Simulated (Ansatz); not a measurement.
**TiO2: under pressure**

One table from this session's results is given with a row withheld; the runs are named, their logs left out.

Computed with Ansatz 0.2.0 (DFT r2SCAN, scalar-relativistic, plane waves, PAW, unless a step's input says otherwise).

### The starting structure

Symmetry: Pbcn, No. 60, orthorhombic system. Conventional cell: a = 4.545 Å, b = 5.520 Å, c = 4.909 Å, α = 90.00°, β = 90.00°, γ = 90.00°. Around Ti (site symmetry 2) lie 6 O at 1.88 to 2.09 Å. O (site symmetry 1) is surrounded by 3 Ti at 1.88 to 2.09 Å.

Coordinates:

```cif
data_structure
_symmetry_space_group_name_H-M 'P 1'
_symmetry_Int_Tables_number 1
_cell_length_a 4.5453
_cell_length_b 5.5196
_cell_length_c 4.9092
_cell_angle_alpha 90.000
_cell_angle_beta 90.000
_cell_angle_gamma 90.000
_cell_volume 123.16
loop_
_atom_site_label
_atom_site_type_symbol
_atom_site_fract_x
_atom_site_fract_y
_atom_site_fract_z
_atom_site_occupancy
Ti1 Ti 0.50000 0.67299 0.75000 1
Ti2 Ti 0.00000 0.82701 0.25000 1
Ti3 Ti 0.50000 0.32701 0.25000 1
Ti4 Ti 0.00000 0.17299 0.75000 1
O1 O 0.72855 0.61828 0.08135 1
O2 O 0.22855 0.88172 0.91865 1
O3 O 0.77145 0.88172 0.58135 1
O4 O 0.27145 0.61828 0.41865 1
O5 O 0.72855 0.38172 0.58135 1
O6 O 0.22855 0.11828 0.41865 1
O7 O 0.77145 0.11828 0.08135 1
O8 O 0.27145 0.38172 0.91865 1
```

Source of the structure: the Materials Project (structure only).

The first run:

(A quick probe on a coarse mesh, which set the mesh and smearing, is not shown.)

The input, input.yaml:

```yaml
crystal:
  lattice:
    - [4.54534955, 0.0, 0.0]
    - [0.0, 5.51961944, 0.0]
    - [0.0, 0.0, 4.90919686]
  atoms:
    - { symbol: Ti, position: [0.5, 0.67299093, 0.75] }
    - { symbol: Ti, position: [0.0, 0.82700907, 0.25] }
    - { symbol: Ti, position: [0.5, 0.32700907, 0.25] }
    - { symbol: Ti, position: [0.0, 0.17299093, 0.75] }
    - { symbol: O, position: [0.72854938, 0.61827536, 0.08135092] }
    - { symbol: O, position: [0.22854938, 0.88172464, 0.91864908] }
    - { symbol: O, position: [0.77145062, 0.88172464, 0.58135092] }
    - { symbol: O, position: [0.27145062, 0.61827536, 0.41864908] }
    - { symbol: O, position: [0.72854938, 0.38172464, 0.58135092] }
    - { symbol: O, position: [0.22854938, 0.11827536, 0.41864908] }
    - { symbol: O, position: [0.77145062, 0.11827536, 0.08135092] }
    - { symbol: O, position: [0.27145062, 0.38172464, 0.91864908] }
basis:
  ecutwfc: 500
kpoints:
  mp_grid: { grid: [6, 4, 6] }
hamiltonian:
  xc: r2scan
scf:
  occupations: { method: gaussian, width: 0.02 }
output:
  forces: true
  stress: true
  eigenvalues: true
  write_density: true
  write_potential: true
  elf: true
  volumetric_format: npy
relax:
  adjacent_minimum: "off"
  f_tol: 0.005
  max_steps: 80
  cell: { stress_tol: 0.05 }
```

Started as:

```sh
$ ansatz run input.yaml --threads 2 --pin off --max-ram 5120MiB --backend cpu --events-out ev --progress --plain --runs-dir out
```

Among the steps run: The relaxation; Band edges over the zone; Relaxing at -1 GPa; The gap over the whole zone at -1 GPa; Target pressure 1 GPa; Seeking the band edges at 1 GPa; Target pressure 4 GPa; Band edges over the zone at 4 GPa; Target pressure 12 GPa; Band edges over the zone at 12 GPa; 25 GPa; Seeking the band edges at 25 GPa.

One table of the session follows, with a row left open; its other results are not shown here.

Lengths are those of the vectors of the cell that was run:

```
P (GPa)  V (Å³/atom)  a (Å)  b (Å)  c (Å)  ΔH (eV/atom)
     -1        10.27  4.552  5.524  4.899        -0.064
      0        10.22  4.545  5.514  4.894         0.000
      1        10.18  4.539  5.504  4.888         0.064
      4        10.05  4.523  5.475  4.870         0.253
     12            ?      ?      ?      ?             ?
     25         9.33  4.432  5.311  4.754         1.520
```

**Question.** Estimate the row for P (GPa) = 12.

Worked estimate for «V (Å³/atom)». A straight line through the neighbours (4, 10.05) and (25, 9.33) gives 10.05 + (9.33 − 10.05) × (12 − 4) / (25 − 4) = 9.78; a parabola fitted to 3 rows on both sides gives 9.74.

As computed: V (Å³/atom): 9.74; a (Å): 4.482; b (Å): 5.408; c (Å): 4.824; ΔH (eV/atom): 0.747. In «V (Å³/atom)» the line misses by +0.04 and the parabola by 0.00.

ΔH is E + PV over the energy at zero pressure; a, b and c are the vectors of the computed cell.

To keep in mind: Warnings in the runs' records: seeded moment not kept, stability check not made.
